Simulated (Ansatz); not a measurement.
# C2H5GaO: one species, many methods

The task here is to estimate one member of a computed series from the others.

Method: functionals in def2-TZVPP, the program's frozen cores in correlated methods; program: Ansatz 0.2.0, Gaussian basis.

Plan: LDA (SPW92), PBE-D4, revPBE-D4, BLYP-D4, r2SCAN-D4, B97M-V, PBE0-D4, B3LYP-D4, r2SCANh-D4, r2SCAN0-D4, HSE06-D4, BHLYP-D4, CAM-B3LYP-D4, LC-ωPBE, ωB97X-V, ωB97M-V, B2PLYP, PBE-QIDH; CCSD(T)/def2-SVP; CCSD(T)/def2-TZVPP; MP2/def2-QZVPP; extrapolation to the limit; RPA on PBE.

### The geometry

An earlier PBE0-D4 in a triple-zeta def2 set relaxation fixed the geometry.

9 atoms, charge 0, spin multiplicity 1.

Atoms are counted from 1 here; the program's logs count them from 0.

Bond lengths: C1–C2 1.515 Å, C1–O4 1.392 Å, C1–H5 1.099 Å, C1–H6 1.099 Å, C2–H7 1.093 Å, C2–H8 1.094 Å, C2–H9 1.093 Å, Ga3–O4 1.787 Å. Angles: C2–C1–O4 112.4°, C2–C1–H5 109.6°, C2–C1–H6 109.6°, O4–C1–H5 109.2°, O4–C1–H6 109.2°, H5–C1–H6 106.7°, C1–C2–H7 110.6°, C1–C2–H8 110.7°, C1–C2–H9 110.6°, H7–C2–H8 108.3°, H7–C2–H9 108.3°, H8–C2–H9 108.3°, C1–O4–Ga3 162.9°.

The first run:

Input file in.yaml:

```yaml
crystal:
  periodic: [false, false, false]
  atoms:
    - {symbol: C, position_ang: [-0.280077, 0.515886, -0.344170]}
    - {symbol: C, position_ang: [0.084867, -0.953883, -0.307128]}
    - {symbol: Ga, position_ang: [0.813143, 1.573368, 2.408358]}
    - {symbol: O, position_ang: [0.120003, 1.190448, 0.806129]}
    - {symbol: H, position_ang: [0.183775, 0.988417, -1.220798]}
    - {symbol: H, position_ang: [-1.366596, 0.622397, -0.466802]}
    - {symbol: H, position_ang: [1.166611, -1.079024, -0.214402]}
    - {symbol: H, position_ang: [-0.241077, -1.456954, -1.221740]}
    - {symbol: H, position_ang: [-0.392247, -1.446955, 0.543553]}
basis:
  gaussian: {orbitals: def2-TZVPP}
hamiltonian: {xc: lda}
output: {orbitals: {seedname: orbitals}}
```

The run is started by

```console
$ ansatz run in.yaml --threads 2 --pin off --events-out ev --progress --plain --max-ram 4352MiB
```

Steps of the session up to this table: LDA; PBE-D4 (GGA); revPBE-D4 (GGA); BLYP-D4 (GGA); r2SCAN-D4 (meta-GGA); B97M-V (meta-GGA); PBE0-D4 (hybrid); B3LYP-D4 (hybrid); r2SCANh-D4 (hybrid); r2SCAN0-D4 (hybrid); HSE06-D4 (hybrid); BHLYP-D4 (hybrid); CAM-B3LYP-D4 (range-separated); LC-ωPBE (range-separated); ωB97X-V (range-separated); ωB97M-V (range-separated); B2PLYP (double hybrid); PBE-QIDH (double hybrid).

One table of the session follows, with a row left open; its other results are not shown here.

It belongs to the step «Orbital energies across the functionals». 

| functional | HOMO (eV) | gap (eV) |
| --- | --- | --- |
| LDA (SPW92) | -6.24 | 4.49 |
| PBE-D4 | -6.04 | 4.48 |
| revPBE-D4 | ? | ? |
| BLYP-D4 | -5.95 | 4.45 |
| r2SCAN-D4 | -6.32 | 4.91 |
| B97M-V | -6.23 | 4.73 |
| PBE0-D4 | -7.16 | 6.29 |
| B3LYP-D4 | -7.02 | 5.93 |
| r2SCANh-D4 | -6.75 | 5.59 |
| r2SCAN0-D4 | -7.35 | 6.57 |
| HSE06-D4 | -6.75 | 5.52 |
| BHLYP-D4 | -8.10 | 7.94 |
| CAM-B3LYP-D4 | -8.50 | 8.55 |
| LC-ωPBE | -9.69 | 10.81 |
| ωB97X-V | -9.40 | 10.39 |
| ωB97M-V | -9.37 | 10.21 |

Estimate the missing values for revPBE-D4.

As computed: HOMO (eV): -5.97; gap (eV): 4.48. In the column «HOMO (eV)» it lies between PBE-D4 (-6.04) and BLYP-D4 (-5.95).
